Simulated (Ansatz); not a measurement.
# BrFH2Si: the cost of one run

All numbers are computed with Ansatz 0.2.0 through its Python package. Level of theory: MP2/def2-SVP.

## 1. The structure

Bond lengths: F1–Si2 1.605 Å, Si2–Br3 2.239 Å, Si2–H4 1.472 Å, Si2–H5 1.490 Å. Angles: F1–Si2–Br3 111.5°, F1–Si2–H4 109.3°, F1–Si2–H5 108.7°, Br3–Si2–H4 111.0°, Br3–Si2–H5 109.8°, H4–Si2–H5 106.4°.

No structure file is read: the coordinates are typed or built in the script.

## 2. The code

brfh2si.py reads:

```python
"""Binding of a BrFH2Si dimer at a trial geometry."""

from dataclasses import dataclass

import ansatz as az


@dataclass
class Settings:
    basis_set: str = "def2-SVP"
    method: str = "mp2"


opts = Settings()

FIRST = [
    ("F", (-0.3088, -0.2502, 1.5966)),
    ("Si", (0.0777, -0.085, 0.0471)),
    ("Br", (-1.3242, 1.3094, -1.0029)),
    ("H", (0.0845, -1.4094, -0.5961)),
    ("H", (1.4707, 0.435, -0.0446)),
]
SECOND = [
    ("F", (-0.368, -0.3004, -2.9033)),
    ("Si", (0.9071, 0.5053, -3.4533)),
    ("Br", (2.8184, -0.5531, -2.9648)),
    ("H", (0.9002, 1.8671, -2.8935)),
    ("H", (0.776, 0.6562, -4.9296)),
]

def energy(atoms, ghosts=()):
    molecule = az.Crystal.molecule()
    for symbol, xyz in atoms:
        molecule = molecule.atom(symbol, xyz)
    calc = (
        molecule.calculation()
        .basis(gaussian=opts.basis_set)
        .correlation(opts.method)
    )
    deck = calc.input()
    if ghosts:
        deck = deck.set(az.key.basis.gaussian.ghost_atoms, [{"symbol": s, "position_ang": list(xyz)} for s, xyz in ghosts])
    return az.Session.from_dict(deck).plan().execute().report["free_energy_ev"]

# ghost atoms carry the functions of the partner
both = energy(FIRST + SECOND)
alone = energy(FIRST) + energy(SECOND)
ghosted = energy(FIRST, SECOND) + energy(SECOND, FIRST)
print(f"dimer {both:.6f} eV")
print(f"interaction, uncorrected   {23.060548 * (both - alone):8.3f} kcal/mol")
print(f"interaction, counterpoise  {23.060548 * (both - ghosted):8.3f} kcal/mol")
print(f"basis-set superposition    {23.060548 * (alone - ghosted):8.3f} kcal/mol")
```

## 3. Running it

Run with:

```
> python brfh2si.py
```

**Question.** How long does this script take on 1 thread of Intel Xeon 6975P-C (Granite Rapids), shared host, and how much memory does it need?

About 16 s, with a peak of 0.46 GiB.
